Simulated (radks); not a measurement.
**The series with 21 electrons, Sc to Zr¹⁹⁺**

The task here is to estimate one member of a computed series from the others.

The numbers are computed with radks (a radial shooting solver on a logarithmic mesh, Libxc functionals) version 1 (scalar-relativistic Kohn-Sham, PBE, spin-unpolarised, spherical densities, point nucleus), except any that are marked as measured or tabulated.

**The atom as given**

```
electrons     : 21
ions          : Sc, Ti⁺, V²⁺, Cr³⁺, Mn⁴⁺, Fe⁵⁺, Co⁶⁺, Ni⁷⁺, Cu⁸⁺, Zn⁹⁺, Ga¹⁰⁺, Ge¹¹⁺, As¹²⁺, Se¹³⁺, Br¹⁴⁺, Kr¹⁵⁺, Rb¹⁶⁺, Sr¹⁷⁺, Zr¹⁹⁺
configuration : [Ar] 3d1 4s2
```

The outer shells:

[Ar] 3d1 4s2
```
[Ar] core
3d [↑ ][  ][  ][  ][  ]
4s [↑↓]
```

The first run:

The run's settings:

```text
Z 21
configuration [Ar] 3d1 4s2
relativity scalar-relativistic
functional pbe,pbe
spin unpolarised
nucleus point
c 137.035999084
```

Steps of the session up to this table: Sc.

One table of the session follows, with a row left open; its other results are not shown here.

Sizes of the orbitals, from the radial functions (bohr):

| level | <r> | outermost maximum (interpolated) | 90 % within | nodes |
| --- | --- | --- | --- | --- |
| 1s | 0.07304 | 0.0478 | 0.130 | 0 |
| 2s | 0.3435 | 0.284 | 0.534 | 1 |
| 2p | 0.3077 | 0.232 | 0.507 | 0 |
| 3s | 1.075 | 0.927 | 1.61 | 2 |
| 3p | 1.168 | 0.968 | 1.80 | 1 |
| 4s | 3.721 | 3.12 | 5.59 | 3 |
| 3d | ? | ? | ? | ? |

Q: Estimate the row for 3d from the others.

The run gave: <r>: 1.869; outermost maximum (interpolated): 1.10; 90 % within: 3.39; nodes: 0. In the column «<r>» it lies between 3p (1.168) and 4s (3.721).
